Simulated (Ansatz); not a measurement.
## BeCr3: single point with PBE

Crystal: BeCr3.

```
CELL_PARAMETERS angstrom
3.54633 0.00000 0.00000
0.00000 3.51121 0.00000
0.00000 0.00000 3.51121
ATOMIC_POSITIONS crystal
Cr 0.50000 0.50000 0.00000
Cr 0.50000 0.00000 0.50000
Cr 0.00000 0.50000 0.50000
Be 0.00000 0.00000 0.00000
```

The cell comes from a database or a generator and needn't be the stable form of this composition.

The cell isn't the ideal one: strained by +1 %.

```
Program             : Ansatz 0.2.0
Task                : single point
Functional          : PBE
Potentials or basis : Ansatz PAW
Cutoff              : 420 eV (not typed: the program's choice for these potentials)
k mesh              : 6 × 6 × 6
Occupations         : fermi-dirac, width 0.05 eV
Spin                : collinear spin, ferromagnetic start
Starting moments    : [3.0, 3.0, 3.0, 0.0] μB
```

```yaml
Pressure: -2.7 GPa
Band_gap_on_the_k_mesh: none (metal or under the smearing width)
Net_moment: 0.00 μB per cell
Absolute_moment: 0.00 μB per cell
```

Stress tensor (GPa, compression positive):
```
-2.46  0.00  0.00
 0.00 -2.87  0.00
 0.00  0.00 -2.87
```

Levels at points of the mesh, in eV from the Fermi level:
Spin up:
| k point | band 20 | band 21 | band 22 | band 23 | band 24 | band 25 |
| --- | --- | --- | --- | --- | --- | --- |
| (0.00, 0.00, 0.00) | 0.58 | 0.61 | 0.61 | 1.60 | 1.75 | 1.80 |
| (0.00, 0.00, -0.50) | -0.80 | -0.76 | -0.12 | -0.09 | 0.42 | 0.69 |
| (0.00, -0.50, -0.50) | -1.69 | -0.63 | -0.63 | 0.35 | 0.35 | 0.40 |
| (-0.50, 0.00, 0.00) | -0.75 | -0.75 | -0.23 | -0.07 | 0.36 | 0.75 |
| (-0.50, 0.00, -0.50) | -1.67 | -0.61 | -0.59 | 0.32 | 0.33 | 0.36 |
| (-0.50, -0.50, -0.50) | -0.84 | -0.84 | -0.75 | 0.49 | 0.49 | 0.51 |
Spin down:
| k point | band 19 | band 20 | band 21 | band 22 | band 23 | band 24 | band 25 | band 26 |
| --- | --- | --- | --- | --- | --- | --- | --- | --- |
| (0.00, 0.00, 0.00) | -2.89 | 0.58 | 0.61 | 0.61 | 1.60 | 1.75 | 1.80 | 1.80 |
| (0.00, 0.00, -0.50) | -1.41 | -0.80 | -0.76 | -0.12 | -0.09 | 0.42 | 0.69 | 0.72 |
| (0.00, -0.50, -0.50) | -1.69 | -1.69 | -0.63 | -0.63 | 0.35 | 0.35 | 0.40 | 1.17 |
| (-0.50, 0.00, 0.00) | -1.42 | -0.75 | -0.75 | -0.23 | -0.07 | 0.36 | 0.75 | 0.75 |
| (-0.50, 0.00, -0.50) | -1.68 | -1.67 | -0.61 | -0.59 | 0.32 | 0.33 | 0.36 | 1.14 |
| (-0.50, -0.50, -0.50) | -0.99 | -0.84 | -0.84 | -0.75 | 0.49 | 0.49 | 0.51 | 0.95 |

Wall time 6.3 s on 2 threads of Arm Neoverse V1, on a shared host, peak memory 0.41 GiB.

Caveat: the starting moments collapsed, and a magnetic state may lie lower; the starting moments weren't kept.
